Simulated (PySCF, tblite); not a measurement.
# C6H12BOP: infrared bands and NMR shifts

Wanted: the infrared bands and NMR shifts of C6H12BOP (`[BH3-][P@H+]1C=C[C@@H](OC)C=C1`), by calculation.

Programs: tblite 0.8.0 and PySCF 2.14.0, with density-fitted response routines of our own. Each step states its level of theory. These are calculated values for one molecule in the gas phase, unless marked as measured. Atoms count from 0, in the outputs and in this text.

**1. The molecule as given**

21 atoms, charge 0, multiplicity 1; geometry from: GFN2-xTB.

Bonds of the start (Å): B0–P1 1.94, P1–C2 1.81, C2–C3 1.33, C3–C4 1.51, C4–O5 1.42, O5–C6 1.41, C4–C7 1.51, C7–C8 1.33, C8–P1 1.81, B0–H9 1.18, B0–H10 1.19, B0–H11 1.19, P1–H12 1.40, C2–H13 1.08, C3–H14 1.08, C4–H15 1.10, C6–H16 1.10, C6–H17 1.09, C6–H18 1.10, C7–H19 1.08, C8–H20 1.08.

**2. Harmonic vibrations with GFN2-xTB**

The job: settings as JSON, then the geometry in Å.

```
{"job": {"kind": "ir", "xc": "GFN2-xTB", "basis": "xTB"}, "charge": 0, "multiplicity": 1}
B     -1.855604     1.080567     1.521831
P     -1.444074    -0.136089     0.065198
C     -1.065992     0.310322    -1.647970
C      0.178785     0.147496    -2.072901
C      1.188479    -0.251533    -1.026359
O      1.046679     0.752174    -0.030288
C      1.951814     0.646710     1.040437
C      0.783481    -1.581883    -0.431609
C     -0.397107    -1.612258     0.170695
H     -0.878394     1.686899     1.796138
H     -2.231614     0.325172     2.365971
H     -2.734028     1.735524     1.052689
H     -2.631126    -0.824232    -0.215059
H     -1.874193     0.659245    -2.273557
H      0.509102     0.330682    -3.082686
H      2.214595    -0.269174    -1.416879
H      1.808556    -0.280487     1.605866
H      1.753653     1.496996     1.688994
H      2.986645     0.691542     0.680244
H      1.466863    -2.415802    -0.483395
H     -0.785442    -2.474929     0.692168
```

**Question.** This job is followed by: GIAO PBE0/pcSseg-1 NMR shielding, non-relativistic, gas phase. What will the session give for the following? strongest single infrared mode (GFN2-xTB); zero-point energy (GFN2-xTB); 13C shifts against TMS (PBE0/pcSseg-1, means over atoms taken as alike); 1H shifts against TMS (PBE0/pcSseg-1, means over atoms taken as alike); 11B shifts against BF3·OEt2 (PBE0/pcSseg-1); 31P shifts against H3PO4 (PBE0/pcSseg-1); 17O shifts against H2O (PBE0/pcSseg-1).

As calculated:

```
                                                               quantity                                   value
                              strongest single infrared mode (GFN2-xTB)                   1065 cm⁻¹, 281 km/mol
                                           zero-point energy (GFN2-xTB)                          101.8 kcal/mol
13C shifts against TMS (PBE0/pcSseg-1, means over atoms taken as alike)            157.1, 141.8, 74.7, 56.6 ppm
 1H shifts against TMS (PBE0/pcSseg-1, means over atoms taken as alike)  7.49, 7.09, 5.06, 4.39, 3.28, 1.28 ppm
                            11B shifts against BF3·OEt2 (PBE0/pcSseg-1)                               -43.3 ppm
                               31P shifts against H3PO4 (PBE0/pcSseg-1)                               -51.8 ppm
                                 17O shifts against H2O (PBE0/pcSseg-1)                                84.2 ppm
```

No mode is imaginary among the 57: a minimum at this level. The strongest single mode, at 1065 cm⁻¹, moves mainly H10, H9 and H11. Unscaled tight-binding wavenumbers are off by several per cent, some by more. Its intensities can rank the bands wrongly.
